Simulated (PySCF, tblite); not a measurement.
# C5H12O3Si: geometry, infrared bands and NMR shifts

What infrared bands and NMR shifts should C5H12O3Si (`CC[C@H]([SiH3])OC(=O)OC`) show?

Computed with tblite 0.8.0 and PySCF 2.14.0, with density-fitted response routines of our own, on a single molecule in the gas phase. Atoms count from 0, in the outputs and in this text.

## Step 1: The molecule as given

21 atoms, charge 0, multiplicity 1; geometry from: force field or distance geometry start.

Bonds of the start (Å): C0–C1 1.53, C1–C2 1.56, C2–Si3 1.93, C2–O4 1.44, O4–C5 1.35, C5–O6 1.22, C5–O7 1.36, O7–C8 1.42, C0–H9 1.10, C0–H10 1.10, C0–H11 1.08, C1–H12 1.10, C1–H13 1.09, C2–H14 1.10, Si3–H15 1.49, Si3–H16 1.47, Si3–H17 1.48, C8–H18 1.08, C8–H19 1.10, C8–H20 1.09.

## Step 2: Optimising the geometry with GFN2-xTB

Job settings and geometry (Å):

```
{"job": {"kind": "relax", "xc": "GFN2-xTB", "basis": "xTB"}, "charge": 0, "multiplicity": 1}
C     -1.939500    -1.854100    -0.458100
C     -1.988500    -0.360700    -0.806000
C     -0.894600     0.432900    -0.033300
Si    -1.094500     2.331000    -0.302700
O      0.381800    -0.107000    -0.435800
C      1.385500    -0.018800     0.459700
O      1.308900     0.473600     1.574700
O      2.508300    -0.559000    -0.084600
C      3.648400    -0.535300     0.766300
H     -2.093400    -2.011900     0.620900
H     -2.752500    -2.378600    -0.987900
H     -1.001600    -2.310100    -0.750300
H     -2.988600     0.022600    -0.552800
H     -1.832600    -0.260600    -1.881700
H     -1.052200     0.258100     1.037600
H     -2.412000     2.773700     0.245800
H     -1.034000     2.647900    -1.741600
H     -0.010500     3.061300     0.397500
H      4.479200    -0.988700     0.237200
H      3.919300     0.502200     1.013300
H      3.454200    -1.101600     1.681500
```

The run is started by

```sh
$ OMP_NUM_THREADS=1 python probes_run.py task.json out
```

One launch serves the whole session: the jobs run in the order shown.

**Question.** This job is followed by: GFN2-xTB harmonic vibrations, gas phase; GIAO PBE0/pcSseg-1 NMR shielding, non-relativistic, gas phase. What will the session give for the following? strongest single infrared mode (GFN2-xTB); zero-point energy (GFN2-xTB); 13C shifts against TMS (PBE0/pcSseg-1); 1H shifts against TMS (PBE0/pcSseg-1, means over atoms taken as alike); 29Si shifts against TMS (PBE0/pcSseg-1); 17O shifts against H2O (PBE0/pcSseg-1).

The runs gave:

```
                                                              quantity                                   value
                             strongest single infrared mode (GFN2-xTB)                   1216 cm⁻¹, 534 km/mol
                                          zero-point energy (GFN2-xTB)                          101.4 kcal/mol
                                13C shifts against TMS (PBE0/pcSseg-1)       163.6, 73.1, 56.3, 29.6, 14.6 ppm
1H shifts against TMS (PBE0/pcSseg-1, means over atoms taken as alike)  4.58, 3.90, 3.83, 1.90, 1.54, 1.16 ppm
                               29Si shifts against TMS (PBE0/pcSseg-1)                               -70.9 ppm
                                17O shifts against H2O (PBE0/pcSseg-1)                 311.7, 168.9, 146.6 ppm
```

In words: The optimisation took 58 steps and gained 0.167 eV; among the close pairs (by a distance rule), C1–C2 changed most, from 1.557 to 1.523 Å. All 57 modes are real, so the xTB geometry is a minimum. The strongest single mode, at 1216 cm⁻¹, is carried by C5, H14, O4. Unscaled tight-binding wavenumbers are off by several per cent, some by more. Its intensities can rank the bands wrongly. C5 (carbonate carbon) lies farthest downfield among carbon, at 163.6 ppm; it is a carbonyl in resonance with an O or N lone pair, the region of acids, esters and amides. H14 (hydrogen on an sp3 CH bonded to O and Si) lies farthest downfield among hydrogen, at 4.58 ppm; its carbon carries O, which withdraws density. At PBE0/pcSseg-1: The widest tensor belongs to O6: span 440 ppm, with a paramagnetic part of -380 ppm.
